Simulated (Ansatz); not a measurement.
# C₂H₈BFSe: how energies converge with the basis set

Aim: see how fast density functionals converge with the basis set for C₂H₈BFSe.

Method: one geometry, several basis sets; program: Ansatz 0.2.0, Gaussian basis.

The runs, in order: PBE0-D4/def2-SVP; ωB97M-V/def2-SVP; PBE0-D4/def2-QZVPP; ωB97M-V/def2-QZVPP; the functionals' def2-TZVPP values are taken from earlier runs.

### 1 The relaxed structure

All runs share one geometry, relaxed beforehand with PBE0-D4 in a triple-zeta def2 set.

13 atoms, charge 0, spin multiplicity 1.

Atoms are counted from 1 here; the program's logs count them from 0.

Bond lengths: C1–B2 1.565 Å, C1–H6 1.092 Å, C1–H7 1.098 Å, C1–H8 1.092 Å, B2–C3 1.565 Å, B2–F4 1.342 Å, C3–H9 1.092 Å, C3–H10 1.092 Å, C3–H11 1.098 Å, Se5–H12 1.467 Å, Se5–H13 1.466 Å. Angles: B2–C1–H6 112.7°, B2–C1–H7 108.2°, B2–C1–H8 112.9°, H6–C1–H7 106.5°, H6–C1–H8 109.4°, H7–C1–H8 106.9°, C1–B2–C3 124.9°, C1–B2–F4 117.4°, C3–B2–F4 117.4°, B2–C3–H9 112.5°, B2–C3–H10 112.9°, B2–C3–H11 108.2°, H9–C3–H10 109.4°, H9–C3–H11 106.4°, H10–C3–H11 107.0°, H12–Se5–H13 91.0°.

Geometry (Å):

```xyz
13

C    -1.5779   -0.3500   -0.4759
B    -0.0191   -0.3469   -0.6109
C     0.9508   -1.2701    0.1990
F     0.5134    0.3970   -1.5930
Se    0.3797    2.3233    1.4062
H    -1.9106   -0.4997    0.5528
H    -1.9700   -1.1956   -1.0569
H    -2.0403    0.5534   -0.8783
H     0.6393   -1.3949    1.2378
H     1.9871   -0.9280    0.1693
H     0.9298   -2.2709   -0.2531
H     1.8183    2.0728    1.2692
H     0.3197    2.8748    0.0487
```

### 2 PBE0-D4 in def2-SVP

in.yaml reads:

```yaml
crystal:
  periodic: [false, false, false]
  atoms:
    - {symbol: C, position_ang: [-1.577853, -0.349975, -0.475894]}
    - {symbol: B, position_ang: [-0.019081, -0.346933, -0.610901]}
    - {symbol: C, position_ang: [0.950838, -1.270100, 0.199002]}
    - {symbol: F, position_ang: [0.513375, 0.397004, -1.593015]}
    - {symbol: Se, position_ang: [0.379719, 2.323330, 1.406214]}
    - {symbol: H, position_ang: [-1.910558, -0.499722, 0.552824]}
    - {symbol: H, position_ang: [-1.969994, -1.195626, -1.056883]}
    - {symbol: H, position_ang: [-2.040319, 0.553430, -0.878296]}
    - {symbol: H, position_ang: [0.639252, -1.394922, 1.237825]}
    - {symbol: H, position_ang: [1.987137, -0.927970, 0.169320]}
    - {symbol: H, position_ang: [0.929758, -2.270858, -0.253058]}
    - {symbol: H, position_ang: [1.818329, 2.072761, 1.269185]}
    - {symbol: H, position_ang: [0.319699, 2.874781, 0.048677]}
basis:
  gaussian: {orbitals: def2-SVP}
hamiltonian: {xc: pbe0, dispersion: d4}
output: {orbitals: {seedname: orbitals}}
```

On the command line:

```bash
$ ansatz run in.yaml --threads 4 --pin off --events-out ev --progress --plain --max-ram 11315MiB
```

The runs that follow: ωB97M-V in def2-SVP; PBE0-D4 in def2-QZVPP; ωB97M-V in def2-QZVPP.

**Question.** What will the summary of the whole plan be? Wanted: PBE0-D4: double and triple zeta above quadruple; ωB97M-V: double and triple zeta above quadruple.

**Answer**, as computed:

| quantity | value |
| --- | --- |
| PBE0-D4: double and triple zeta above quadruple | 16.13, 1.69 eV |
| ωB97M-V: double and triple zeta above quadruple | 16.33, 1.63 eV |

PBE0-D4 gains 14.45 eV from double to triple zeta, then 1.69 eV more. These are total energies; as a rule much of such shifts cancels in differences, which this series doesn't test. The LUMO of ωB97M-V is positive and keeps falling with the basis (2.32 to 1.26 eV): an unbound level that the basis holds in place.
